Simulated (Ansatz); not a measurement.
**SiTeH₃ radical (SMILES [SiH2][TeH]): one structure at several levels**

The task here is to estimate one member of a computed series from the others.

Computed with Ansatz 0.2.0, Gaussian basis. Level: single points in def2-TZVPP.

Cores are frozen in the correlated methods. Filled d shells of the heavier atoms are correlated. Core potentials replace the inner electrons past krypton, and spin-orbit coupling is left out. Orbitals are unrestricted.

## Where the work starts

SMILES `[SiH2][TeH]`, 5 atoms, charge 0, spin multiplicity 2.

Atoms are counted from 1 here; the program's logs count them from 0.

Bond lengths: Si1–Te2 2.542 Å, Si1–H3 1.510 Å, Si1–H4 1.493 Å, Te2–H5 1.704 Å. Angles: Te2–Si1–H3 114.2°, Te2–Si1–H4 105.7°, H3–Si1–H4 108.2°, Si1–Te2–H5 89.8°.

Geometry (Å):

```
Si   -0.2383   -0.7727   -0.2754
Te    1.2286    1.1711    0.4533
H    -1.7007   -0.6040    0.0608
H     0.2756   -1.9656    0.4602
H     0.4296    2.1850   -0.6596
```

Set-up of the first run:

Contents of run/in.yaml:

```yaml
crystal:
  periodic: [false, false, false]
  atoms:
    - {symbol: Si, position_ang: [-0.238300, -0.772700, -0.275400]}
    - {symbol: Te, position_ang: [1.228600, 1.171100, 0.453300]}
    - {symbol: H, position_ang: [-1.700700, -0.604000, 0.060800]}
    - {symbol: H, position_ang: [0.275600, -1.965600, 0.460200]}
    - {symbol: H, position_ang: [0.429600, 2.185000, -0.659600]}
basis:
  gaussian: {orbitals: def2-TZVPP}
magnetization: {spin_polarized: true, initial_magnetization: 1}
correlation: {method: ccsd_t}
scf: {omitted_lower_state_checks: [cluster_reference]}
output: {forces: true}
```

No record of the launch command was kept for these runs.

Steps of the session up to this table: CCSD(T)/def2-TZVPP; PBE0-D4/def2-TZVPP; wB97M-V/def2-TZVPP; r2SCAN-D4/def2-TZVPP; PBE-D4/def2-TZVPP; BHLYP-D4/def2-TZVPP; r2SCANh-D4/def2-TZVPP.

One table of the session follows, with a row left open; its other results are not shown here.

```
    method  RMS force component (eV/Å)  angle to CCSD(T) forces (°)  dipole (D)
   CCSD(T)                       0.378                    reference        0.26
   PBE0-D4                       0.345                          9.8        0.25
   wB97M-V                       0.404                          5.0        0.38
 r2SCAN-D4                       0.324                          6.8        0.23
    PBE-D4                           ?                            ?           ?
  BHLYP-D4                       0.425                          9.3        0.38
r2SCANh-D4                       0.359                          5.2        0.28
```

Q: Estimate the row for PBE-D4 from the others.

The run gave: RMS force component (eV/Å): 0.226; angle to CCSD(T) forces (°): 26.3; dipole (D): 0.17. In the column «RMS force component (eV/Å)» it is the lowest.
